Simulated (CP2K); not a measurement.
Sr2SO in CP2K: the effect of functional

The system is Sr2SO.

```
Sr S O
1.0
     4.04324    0.00000    0.00000
     0.00000    4.04324    0.00000
     0.00000    0.00000    5.71800
Sr S O
2 1 1
Direct
  0.50000 0.50000 0.50000
  0.00000 0.00000 0.00000
  0.00000 0.00000 0.50000
  0.50000 0.50000 0.00000
```

The cell comes from a database or a generator and needn't be the stable form of this composition.

Alike in all runs:

| Item | Value |
| --- | --- |
| Program | CP2K 2026.2 |
| Task | band structure |
| k mesh | 5 × 5 × 4 |
| Occupations | fermi-dirac, width 0.05 eV |
| Spin | no spin polarisation |

Q: One run gave: gap on the mesh 2.46 eV; pressure -1.7 GPa. Which functional did it use?
A. LDA
B. PBE
C. PBEsol
D. BLYP
E. RPBE

A: C.

```tsv
functional	potentials or basis	gap on the mesh (eV)	pressure (GPa)
LDA	GTH_POTENTIALS Sr GTH-PADE-q10, S GTH-PADE-q6, O GTH-PADE-q6; TZVP-MOLOPT-PBE-GTH basis	2.44	-4.2
PBE	POTENTIAL_UZH Sr GTH-PBE-q10, S GTH-PBE-q6, O GTH-PBE-q6; TZVP-MOLOPT-PBE-GTH basis	2.50	0.5
PBEsol	POTENTIAL_UZH Sr GTH-PBE-q10, S GTH-PBE-q6, O GTH-PBE-q6; TZVP-MOLOPT-PBE-GTH basis	2.46	-1.7
RPBE	POTENTIAL_UZH Sr GTH-PBE-q10, S GTH-PBE-q6, O GTH-PBE-q6; TZVP-MOLOPT-PBE-GTH basis	2.53	2.5
revPBE	POTENTIAL_UZH Sr GTH-PBE-q10, S GTH-PBE-q6, O GTH-PBE-q6; TZVP-MOLOPT-PBE-GTH basis	2.53	2.0
BLYP	GTH_POTENTIALS Sr GTH-BLYP-q10, S GTH-BLYP-q6, O GTH-BLYP-q6; TZVP-MOLOPT-PBE-GTH basis	2.59	2.5
r2SCAN	POTENTIAL_UZH Sr GTH-SCAN-q10, S GTH-SCAN-q6, O GTH-SCAN-q6; TZVP-MOLOPT-SCAN-GTH basis	2.83	-0.5
```

Caveats: the basis of atomic orbitals isn't converged, which shifts pressures, moduli and gaps; the potentials were made for another functional, which shifts forces and pressure (some runs).

